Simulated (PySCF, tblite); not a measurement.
# C₄H₁₂BNO: geometry, infrared bands and NMR shifts

What infrared bands and NMR shifts should C₄H₁₂BNO (`C=C[B@H-]([NH3+])CCO`) show?

Programs: tblite 0.8.0 and PySCF 2.14.0, with density-fitted response routines of our own. Each step states its level of theory. These are calculated values for one molecule in the gas phase, unless marked as measured. Atoms are numbered from 0 throughout.

## (1) The molecule as given

19 atoms, charge 0, multiplicity 1; geometry from: force field or distance geometry start.

Bonds of the start (Å): C0–C1 1.30, C1–B2 1.59, B2–N3 1.53, B2–C4 1.57, C4–C5 1.53, C5–O6 1.40, C0–H7 1.10, C0–H8 1.08, C1–H9 1.08, B2–H10 1.20, N3–H11 1.05, N3–H12 1.06, N3–H13 1.04, C4–H14 1.11, C4–H15 1.11, C5–H16 1.12, C5–H17 1.10, O6–H18 1.00.

## (2) Relaxing the molecule with GFN2-xTB

What the job is given:

```
{"job": {"kind": "relax", "xc": "GFN2-xTB", "basis": "xTB"}, "charge": 0, "multiplicity": 1}
C     -1.807200     1.683200    -0.514600
C     -1.739100     0.385000    -0.619700
B     -0.420400    -0.459000    -0.357900
N     -0.783900    -1.880100     0.082100
C      0.583200     0.233200     0.637200
C      1.952100     0.391500    -0.034700
O      2.862100     1.004200     0.830700
H     -2.783400     2.150400    -0.709700
H     -0.995800     2.346500    -0.251400
H     -2.628000    -0.171800    -0.875200
H      0.125500    -0.560800    -1.419500
H      0.100200    -2.399100     0.311400
H     -1.384200    -1.808200     0.953600
H     -1.283000    -2.346700    -0.705900
H      0.205500     1.229400     0.942800
H      0.700200    -0.386000     1.555800
H      2.288500    -0.635700    -0.323400
H      1.831800     0.941200    -0.978500
H      3.166300     0.292000     1.469400
```

On the command line:

```bash
OMP_NUM_THREADS=1 python probes_run.py task.json out
```

One launch serves the whole session: the jobs run in the order shown.

**Question.** This job is followed by: GFN2-xTB harmonic vibrations, gas phase; GIAO PBE0/pcSseg-1 NMR shielding, non-relativistic, gas phase. Predict these results of the whole session: strongest single infrared mode (GFN2-xTB); zero-point energy (GFN2-xTB); ¹³C shifts against TMS (PBE0/pcSseg-1); ¹H shifts against TMS (PBE0/pcSseg-1, means over atoms taken as alike); ¹¹B shifts against BF3·OEt2 (PBE0/pcSseg-1); ¹⁵N shifts against NH3 (PBE0/pcSseg-1); ¹⁷O shifts against H2O (PBE0/pcSseg-1).

**Answer**, as computed:

| quantity | value |
| --- | --- |
| strongest single infrared mode (GFN2-xTB) | 1211 cm⁻¹, 231 km/mol |
| zero-point energy (GFN2-xTB) | 101.2 kcal/mol |
| ¹³C shifts against TMS (PBE0/pcSseg-1) | 157.9, 128.9, 69.3, 36.3 ppm |
| ¹H shifts against TMS (PBE0/pcSseg-1, means over atoms taken as alike) | 6.06, 5.74, 5.67, 3.94, 3.69, 2.77, 2.59, 1.21, 0.19, -0.29 ppm |
| ¹¹B shifts against BF3·OEt2 (PBE0/pcSseg-1) | -14.5 ppm |
| ¹⁵N shifts against NH3 (PBE0/pcSseg-1) | 51.7 ppm |
| ¹⁷O shifts against H2O (PBE0/pcSseg-1) | 61.3 ppm |

**Reading.** The optimisation took 164 steps and gained 0.690 eV; among the close pairs (by a distance rule), B2–N3 changed most, from 1.531 to 1.657 Å. All 51 modes are real, so the xTB geometry is a minimum. The strongest single mode, at 1211 cm⁻¹, moves mainly H12, H13 and H11. GFN2-xTB is a fitted tight-binding method: band positions and strengths are rough. Its intensities can rank the bands wrongly. The most deshielded carbon is C1 (alkene CH), at 157.9 ppm: as expected for a trigonal carbon in a double bond. H9 (hydrogen on an alkene CH) lies farthest downfield among hydrogen, at 6.06 ppm; attached to an sp2 carbon and in the plane of the double bond. At PBE0/pcSseg-1: The widest tensor belongs to C1: span 261 ppm, with a paramagnetic part of -232 ppm.
